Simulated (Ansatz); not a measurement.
Runs of Ansatz 0.2.0 on Ge2Sb2Te5. Symmetry: Cm, No. 8, monoclinic system. The conventional cell has a = 13.678 Å, b = 6.132 Å, c = 9.672 Å, α = 90.00°, β = 134.93°, γ = 90.00°. Te (site symmetry m) has 2 Ge at 2.85 to 3.19 Å and 3 Sb at 3.07 to 3.14 Å as nearest neighbours. Te (site symmetry m) has 2 Sb at 2.95 to 3.20 Å and 3 Ge at 3.07 to 3.08 Å as nearest neighbours. Te (site symmetry m) has 3 Ge at 2.82 to 3.07 Å and 2 Sb at 3.14 to 3.19 Å as nearest neighbours. Te (site symmetry m) is surrounded by 2 Ge at 2.95 to 3.00 Å and 2 Sb at 3.02 to 3.06 Å. Around Te (site symmetry m) lie 3 Sb at 2.98 to 3.07 Å and 2 Ge at 3.05 to 3.20 Å. Sb (site symmetry m) is surrounded by 6 Te at 2.95 to 3.19 Å. Sb (site symmetry m) is surrounded by 6 Te at 2.98 to 3.20 Å. Ge (site symmetry m) has 6 Te at 2.82 to 3.19 Å as nearest neighbours. The cell comes from a database or a generator and needn't be the stable form of this composition.

```tsv
task	level	cell	k mesh	cutoff (eV)	points for each segment of the path	gap on the mesh (eV)	pressure (GPa)	largest force (eV/Å)
band structure	BLYP	as given	4 × 4 × 3	420	10	0.07	(a)	0.20
band structure	PBEsol	as given	4 × 4 × 3	420	10	0.07	-2.5	0.18
band structure	r2SCAN	as given	4 × 4 × 3	500	10	0.04	(d)	(c)
band structure	RPBE	as given	4 × 4 × 3	420	10	(b)	1.2	0.16
relaxation of cell and atoms	PBE+D4	relaxed	5 × 5 × 4	420	-	0.14	0.0	0.01
band structure	revPBE	as given	4 × 4 × 3	420	10	0.06	0.8	0.16
```

Alike in all rows: potentials or basis Ansatz PAW; no spin polarisation; smearing fermi-dirac 0.05 eV.

Task: Estimate the missing entries.

Result: (a) 3.6; (b) 0.05; (c) 0.25; (d) -1.0.

Caveats: spin-orbit coupling is left out, which moves the levels of the heavy elements; the PAW data sets come from PBE, with cores solved anew for the run's functional, which leaves a small shift of forces and pressure (some runs); odd divisions of the mesh miss points on the zone boundary, where band edges often lie, so the gap on the mesh can be too wide (some runs); the plane-wave basis is chosen anew once the cell has moved, so the energies of steps on either side of that aren't comparable (some runs).

A k mesh can miss the band edges, and the runs leave out spin-orbit coupling on Ge, Sb, Te.
